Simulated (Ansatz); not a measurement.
# C5H13In: a ladder of functionals and wavefunction methods

The task here is to estimate one member of a computed series from the others.

Program: Ansatz 0.2.0, Gaussian basis. Level of theory: functionals in def2-TZVPP, the program's frozen cores in correlated methods. These are calculated values, not measurements.

Levels to be run: LDA (SPW92), PBE-D4, revPBE-D4, BLYP-D4, r2SCAN-D4, B97M-V, PBE0-D4, B3LYP-D4, r2SCANh-D4, r2SCAN0-D4, HSE06-D4, BHLYP-D4, CAM-B3LYP-D4, LC-ωPBE, ωB97X-V, ωB97M-V, B2PLYP, PBE-QIDH; CCSD(T)/def2-SVP; CCSD(T)/def2-TZVPP; MP2/def2-QZVPP; extrapolation to the limit; RPA on PBE.

### The geometry

An earlier PBE0-D4 in a triple-zeta def2 set relaxation fixed the geometry. In takes the def2 core potential; no spin-orbit term is included.

SMILES `C[CH2][InH][CH](C)C`, 19 atoms, charge 0, spin multiplicity 1.

Atoms are counted from 1 here; the program's logs count them from 0.

Bond lengths: C1–C2 1.523 Å, C1–H7 1.093 Å, C1–H8 1.096 Å, C1–H9 1.093 Å, C2–In3 2.173 Å, C2–H10 1.095 Å, C2–H11 1.096 Å, In3–C4 2.188 Å, In3–H12 1.745 Å, C4–C5 1.522 Å, C4–C6 1.524 Å, C4–H13 1.098 Å, C5–H14 1.092 Å, C5–H15 1.095 Å, C5–H16 1.098 Å, C6–H17 1.093 Å, C6–H18 1.095 Å, C6–H19 1.098 Å. Angles: C2–C1–H7 111.9°, C2–C1–H8 111.8°, C2–C1–H9 111.9°, H7–C1–H8 107.1°, H7–C1–H9 106.8°, H8–C1–H9 106.9°, C1–C2–In3 117.0°, C1–C2–H10 110.9°, C1–C2–H11 110.7°, In3–C2–H10 106.3°, In3–C2–H11 106.0°, H10–C2–H11 105.2°, C2–In3–C4 124.6°, C2–In3–H12 118.2°, C4–In3–H12 117.2°, In3–C4–C5 113.9°, In3–C4–C6 111.0°, In3–C4–H13 103.7° and more.

Set-up of the first run:

Contents of in.yaml:

```yaml
crystal:
  periodic: [false, false, false]
  atoms:
    - {symbol: C, position_ang: [1.044137, -1.626989, -1.899533]}
    - {symbol: C, position_ang: [1.839352, -1.527994, -0.604913]}
    - {symbol: In, position_ang: [1.202590, -0.025296, 0.830528]}
    - {symbol: C, position_ang: [-0.581563, 1.222865, 0.614261]}
    - {symbol: C, position_ang: [-1.535095, 0.753227, -0.475472]}
    - {symbol: C, position_ang: [-1.297661, 1.385996, 1.949406]}
    - {symbol: H, position_ang: [-0.007279, -1.861726, -1.716053]}
    - {symbol: H, position_ang: [1.437552, -2.407108, -2.560831]}
    - {symbol: H, position_ang: [1.064868, -0.690814, -2.463989]}
    - {symbol: H, position_ang: [2.896233, -1.327933, -0.810570]}
    - {symbol: H, position_ang: [1.827410, -2.483351, -0.068571]}
    - {symbol: H, position_ang: [2.171648, 0.208817, 2.262827]}
    - {symbol: H, position_ang: [-0.180664, 2.203014, 0.323803]}
    - {symbol: H, position_ang: [-1.055533, 0.699713, -1.455615]}
    - {symbol: H, position_ang: [-1.940802, -0.240379, -0.259214]}
    - {symbol: H, position_ang: [-2.394438, 1.431271, -0.566103]}
    - {symbol: H, position_ang: [-0.636551, 1.766714, 2.732231]}
    - {symbol: H, position_ang: [-1.712383, 0.437047, 2.305944]}
    - {symbol: H, position_ang: [-2.141829, 2.082908, 1.861866]}
basis:
  gaussian: {orbitals: def2-TZVPP}
hamiltonian: {xc: lda}
output: {orbitals: {seedname: orbitals}}
```

Launch:

```
> ansatz run in.yaml --threads 2 --pin off --events-out ev --progress --plain --max-ram 22528MiB --backend cuda --devices 0, --max-vram 18GiB
```

Steps of the session up to this table: LDA; PBE-D4 (GGA); revPBE-D4 (GGA); BLYP-D4 (GGA); r2SCAN-D4 (meta-GGA); B97M-V (meta-GGA); B3LYP-D4 (hybrid); r2SCANh-D4 (hybrid); r2SCAN0-D4 (hybrid); HSE06-D4 (hybrid); BHLYP-D4 (hybrid); CAM-B3LYP-D4 (range-separated); LC-ωPBE (range-separated); ωB97X-V (range-separated); ωB97M-V (range-separated); B2PLYP (double hybrid); PBE-QIDH (double hybrid).

One table of the session follows, with a row left open; its other results are not shown here.

It belongs to the step «Frontier levels by functional». 

```
  functional  HOMO (eV)  LUMO (eV)  gap (eV)
 LDA (SPW92)      -5.47      -2.27      3.20
      PBE-D4      -5.33      -2.00      3.33
   revPBE-D4      -5.27      -1.87      3.40
     BLYP-D4      -5.20      -1.97      3.23
   r2SCAN-D4      -5.50      -1.72      3.78
      B97M-V      -5.58      -2.03      3.55
     PBE0-D4      -6.40      -1.27      5.14
    B3LYP-D4          ?          ?         ?
  r2SCANh-D4      -5.91      -1.47      4.44
  r2SCAN0-D4      -6.53      -1.11      5.42
    HSE06-D4      -6.01      -1.62      4.39
    BHLYP-D4      -7.40      -0.65      6.75
CAM-B3LYP-D4      -7.68      -0.50      7.17
     LC-ωPBE      -8.96       0.61      9.57
     ωB97X-V      -8.63       0.43      9.06
     ωB97M-V      -8.53       0.09      8.62
```

Estimate the missing values for B3LYP-D4.

Worked estimate for «HOMO (eV)». Against the share of exact exchange, BLYP-D4 (0, -5.20), BHLYP-D4 (0.5, -7.40) give a slope of -4.40 per unit share; at 0.2 the line stands at -6.08.

As computed: HOMO (eV): -6.22; LUMO (eV): -1.55; gap (eV): 4.67. In «HOMO (eV)» the line misses by +0.14.
